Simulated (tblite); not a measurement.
# C2H11NSi2: the cost of one run

Programs: tblite 0.8.0 and PySCF 2.14.0, with density-fitted response routines of our own. Each step states its level of theory. These are calculated values for one molecule in the gas phase, unless marked as measured. Atoms count from 0, in the outputs and in this text.

## Step 1: The starting structure

16 atoms, charge 0, multiplicity 1; geometry from: force field or distance geometry start.

Bonds of the start (Å): C0–Si1 1.86, Si1–N2 1.78, Si1–C3 1.86, C3–Si4 1.86, C0–H5 1.11, C0–H6 1.12, C0–H7 1.12, Si1–H8 1.47, N2–H9 1.05, N2–H10 1.03, C3–H11 1.10, C3–H12 1.11, Si4–H13 1.48, Si4–H14 1.47, Si4–H15 1.48.

## Step 2: Geometry optimisation with GFN2-xTB

What the job is given:

```
{"job": {"kind": "relax", "xc": "GFN2-xTB", "basis": "xTB"}, "charge": 0, "multiplicity": 1}
C     -1.890400     1.192700    -0.290500
Si    -0.709100    -0.110000     0.299900
N     -1.328000    -1.745400    -0.042500
C      0.846100     0.098900    -0.705000
Si     2.323200     0.100100     0.428800
H     -2.092700     1.855100     0.572800
H     -2.860100     0.727600    -0.615300
H     -1.460900     1.787700    -1.134100
H     -0.345100     0.037000     1.717200
H     -1.632200    -2.211800     0.849800
H     -0.692700    -2.327400    -0.608700
H      0.807100     1.060200    -1.229500
H      0.951900    -0.719500    -1.442700
H      3.457000    -0.593500    -0.231100
H      1.956400    -0.641100     1.641200
H      2.661900     1.498200     0.778400
```

Run with:

```console
$ OMP_NUM_THREADS=1 python probes_run.py task.json out
```

One launch serves the whole session: the jobs run in the order shown.

Q: Estimate the wall time of this first job on 1 thread of Intel Xeon at 2.70GHz, shared host.

About 2.8 s.
